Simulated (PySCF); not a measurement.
# [Hf2]+: other functionals and bases at one geometry

An exercise on one series of results from a longer session: the logs are not shown, and one member is left open.

Method: several levels, as the steps say, no spin–orbit coupling; program: PySCF 2.14.0.

3 further runs of the same task are left out: 2 for a known fault of the program, 1 that didn't finish.

**Starting geometry**

2 atoms, charge 1, spin multiplicity 2.

Bond lengths: Hf1–Hf2 2.393 Å.

Coordinates:

```xyz
2

Hf    0.00000    0.00000    1.19648
Hf    0.00000    0.00000   -1.19648
```

An earlier session relaxed this geometry at BP86, Hf def2-SVP with ECP60 (doublet, point group D∞h).

At BP86 on the finer grid: E = -95.736207 Eh, HOMO -8.59 eV, LUMO -8.00 eV (over both spins), ⟨S²⟩ = 0.750, Mulliken charge on Hf1 +0.50 e, largest force component 0.003 eV/Å. 

Levels to run: CAM-B3LYP; HF; PBE0; r2SCAN; BP86, TZVP; BP86, x2c-SVP. Hardware: 2 threads of Arm Neoverse V1, shared host.

Set-up of the first run:

Contents of run.py (the lines that set the calculation):

```python
mol = gto.M(atom='''
Hf     0.00000     0.00000     1.19648
Hf     0.00000     0.00000    -1.19648''',
    basis={'Hf': 'def2-SVP'},
    ecp={'Hf': 'def2-SVP'},
    charge=1, spin=1)
mf = dft.UKS(mol, xc='CAMB3LYP')
mf.grids.atom_grid = (75, 302)
mf = mf.density_fit()  # fitting sets: Hf def2-universal-JKFIT
mf.conv_tol = 1e-08; mf.max_cycle = 55
mf.kernel(dm0)  # dm0: the density of the relaxed state
```

On the command line:

```console
OMP_NUM_THREADS=2 python run.py
```

Among the steps run: CAM-B3LYP; HF; PBE0; r2SCAN; BP86, TZVP; BP86, x2c-SVP.

One of the session's tables, all rows but one given; the rest of the session is left out.

```
              level  HOMO (eV)  gap (eV)  largest force component (eV/Å)
BP86 (relaxed here)      -8.59      0.58                            0.00
          CAM-B3LYP          ?         ?                               ?
                 HF     -10.57      5.81                            0.88
               PBE0      -9.22      2.09                            0.62
             r2SCAN      -8.55      0.96                            0.26
         BP86, TZVP      -8.56      0.57                            0.15
      BP86, x2c-SVP      -8.76      0.46                            0.85
```

**Question.** Estimate the row for CAM-B3LYP.

**Answer.** HOMO (eV): -10.15; gap (eV): 3.80; largest force component (eV/Å): 0.88. In the column «HOMO (eV)» it lies between HF (-10.57) and PBE0 (-9.22).

In one basis the HOMO–LUMO gap runs from 0.58 eV (BP86) to 5.81 eV (HF). The largest leftover force, 0.88 eV/Å with CAM-B3LYP, stands at a geometry relaxed at another level. Total energies of different levels can't be compared.
